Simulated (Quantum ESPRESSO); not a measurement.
Something may be wrong with this Quantum ESPRESSO 7.5 calculation of Mg6Se.

pw.in

```
&CONTROL
  calculation = 'scf'
  prefix = 'pwscf'
  outdir = './tmp'
  pseudo_dir = './pseudo'
  tprnfor = .true.
  tstress = .true.
  disk_io = 'nowf'
/
&SYSTEM
  ibrav = 0
  nat = 7
  ntyp = 2
  ecutwfc = 36
  ecutrho = 216
  nbnd = 44
  input_dft = 'pbesol'
  occupations = 'smearing'
  smearing = 'mp'
  vdw_corr = 'grimme-d3'
  dftd3_version = 4
/
&ELECTRONS
  conv_thr = 1.4d-09
  electron_maxstep = 100
  mixing_beta = 0.5
/
ATOMIC_SPECIES
Mg    24.3050 Mg.GGA_PBE-JTH.UPF
Se    78.9710 Se.GGA_PBE-JTH.UPF
CELL_PARAMETERS angstrom
   5.5893806555    0.0000000000    0.0000000000
  -2.7946903326    4.8405456448    0.0000000000
   0.0000000000    0.0000000000    5.1644569296
ATOMIC_POSITIONS crystal
Mg     0.3330000000    0.0000000000    0.2500000000
Mg     0.0000000000    0.3330000000    0.2500000000
Mg     0.6670000000    0.6670000000    0.2500000000
Mg     0.0000000000    0.6670000000    0.7500000000
Mg     0.6670000000    0.0000000000    0.7500000000
Mg     0.3330000000    0.3330000000    0.7500000000
Se     0.0000000000    0.0000000000    0.0000000000
K_POINTS automatic
5 5 4 0 0 0
```

Potentials or basis: JTH 2.0 PBE.

Launch:

```sh
$ OMP_NUM_THREADS=1 pw.x -in pw.in > pw.out
```

pw.out:

```text
This program is part of the open-source Quantum ESPRESSO suite
     for quantum simulation of materials; please cite
         "P. Giannozzi et al., J. Phys.:Condens. Matter 21 395502 (2009);
         "P. Giannozzi et al., J. Phys.:Condens. Matter 29 465901 (2017);
         "P. Giannozzi et al., J. Chem. Phys. 152 154105 (2020);
     in publications or presentations arising from this work. More details at

 %%%%%%%%%%%%%%%%%%%%%%%%%%%%%%%%%%%%%%%%%%%%%%%%%%%%%%%%%%%%%%%%%%%%%%%%%%%%%%
     Error in routine  set_occupations (1):
      smearing requires a value for gaussian broadening (degauss)
 %%%%%%%%%%%%%%%%%%%%%%%%%%%%%%%%%%%%%%%%%%%%%%%%%%%%%%%%%%%%%%%%%%%%%%%%%%%%%%

     stopping ...
```

Question: How did it end, and where is the flaw?

Answer: The input was rejected before any iteration. The input holds a flaw that was put in on purpose: smearing without a width (occupations = smearing; degauss = left out).
